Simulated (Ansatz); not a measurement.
# InAg3: response to strain

Aim: deform InAg3 (equal xx and yy strain of +1 %) and compute stress, forces and field gradients with LAPW, PAW and all-electron datasets made for the crystal.

Method: DFT PBEsol, scalar-relativistic, in Ansatz 0.2.0.

### 1 The system as given

Symmetry: Pm-3m, No. 221, cubic system. The conventional cell has a = 4.144 Å, b = 4.144 Å, c = 4.144 Å, α = 90.00°, β = 90.00°, γ = 90.00°. In (site symmetry m-3m) is surrounded by 12 Ag at 2.93 Å. Ag (site symmetry 4/mmm) has 4 In at 2.93 Å and 8 Ag at 2.93 Å in its first shell of neighbours.

Coordinates:

```cif
data_structure
_symmetry_space_group_name_H-M 'Pm-3m'
_symmetry_Int_Tables_number 221
_cell_length_a 4.1440
_cell_length_b 4.1440
_cell_length_c 4.1440
_cell_angle_alpha 90.000
_cell_angle_beta 90.000
_cell_angle_gamma 90.000
_cell_volume 71.16
loop_
_atom_site_label
_atom_site_type_symbol
_atom_site_symmetry_multiplicity
_atom_site_Wyckoff_symbol
_atom_site_fract_x
_atom_site_fract_y
_atom_site_fract_z
_atom_site_occupancy
In1 In 1 a 0.00000 0.00000 0.00000 1
Ag1 Ag 3 c 0.00000 0.50000 0.50000 1
```

The file gives the conventional cell by its symmetry; the runs use the cell typed in the input.

Atoms are numbered in the order of the input: In1, Ag2, Ag3, Ag4.

### 2 The deformed structure

Space group Pm-3m before, P4/mmm after.

### 3 LAPW, all electrons

input.yaml reads:

```yaml
crystal:
  lattice:
    - [4.18544, 0.0, 0.0]
    - [0.0, 4.18544, 0.0]
    - [0.0, 0.0, 4.144]
  atoms:
    - { symbol: In, position: [0.0, 0.0, 0.0] }
    - { symbol: Ag, position: [0.0, 0.5, 0.5] }
    - { symbol: Ag, position: [0.5, 0.0, 0.5] }
    - { symbol: Ag, position: [0.5, 0.5, 0.0] }
kpoints:
  mp_grid: { grid: [9, 9, 9] }
  band_path:
    path:
      - [0.0, 0.0, 0.0]
      - [0.0, 0.5, 0.0]
      - [0.5, 0.5, 0.0]
      - [0.0, 0.0, 0.0]
      - [0.0, 0.0, 0.5]
      - [0.0, 0.5, 0.5]
      - [0.5, 0.5, 0.5]
      - [0.0, 0.0, 0.5]
      - [0.0, 0.5, 0.0]
    npoints: 5
scf:
  occupations: { method: fermi_dirac, width: 0.05 }
hamiltonian:
  xc: pbesol
  pseudopotentials: { kind: all_electron, lapw: { basis_error: 0.0005 } }
output:
  forces: true
  stress: true
  eigenvalues: true
```

Command:

```bash
$ ansatz run input.yaml --threads 1 --pin off --max-ram 4096MiB --backend cpu --events-out ev --progress --plain --runs-dir out
```

### 4 PAW on the default files

input.yaml reads:

```yaml
crystal:
  lattice:
    - [4.18544, 0.0, 0.0]
    - [0.0, 4.18544, 0.0]
    - [0.0, 0.0, 4.144]
  atoms:
    - { symbol: In, position: [0.0, 0.0, 0.0] }
    - { symbol: Ag, position: [0.0, 0.5, 0.5] }
    - { symbol: Ag, position: [0.5, 0.0, 0.5] }
    - { symbol: Ag, position: [0.5, 0.5, 0.0] }
kpoints:
  mp_grid: { grid: [9, 9, 9] }
scf:
  occupations: { method: fermi_dirac, width: 0.05 }
hamiltonian:
  xc: pbesol
  pseudopotentials: { kind: paw }
output:
  forces: true
  stress: true
  eigenvalues: true
  efg: { contact_densities: true }
```

### 5 Datasets made for this crystal

input.yaml, as its differences from that of step 4:

```diff
@@ -16,3 +16,3 @@
   xc: pbesol
-  pseudopotentials: { kind: paw }
+  pseudopotentials: { kind: all_electron, datasets: crystal }
 output:
```

(Steps that only read results are left out.)

Q: Predict the outcome of this session. Wanted: pressure; largest shear or deviatoric stress.

**Answer**, as computed:

```
                                 quantity                                              value
                                 pressure  LAPW -2.18, PAW -2.17, crystal datasets -2.18 GPa
largest shear or deviatoric stress (LAPW)                                           0.20 GPa
```

In words: The largest part of the stress beyond the pressure is 0.20 GPa in size, in the zz component; the atoms are carried along and not relaxed. No run of the undeformed cell stands beside it, so pressure and stress hold what the given cell had before the change, as far as its symmetry allows. PAW: stress within 0.01 GPa of LAPW. Crystal datasets: stress within 0.01 GPa of LAPW.
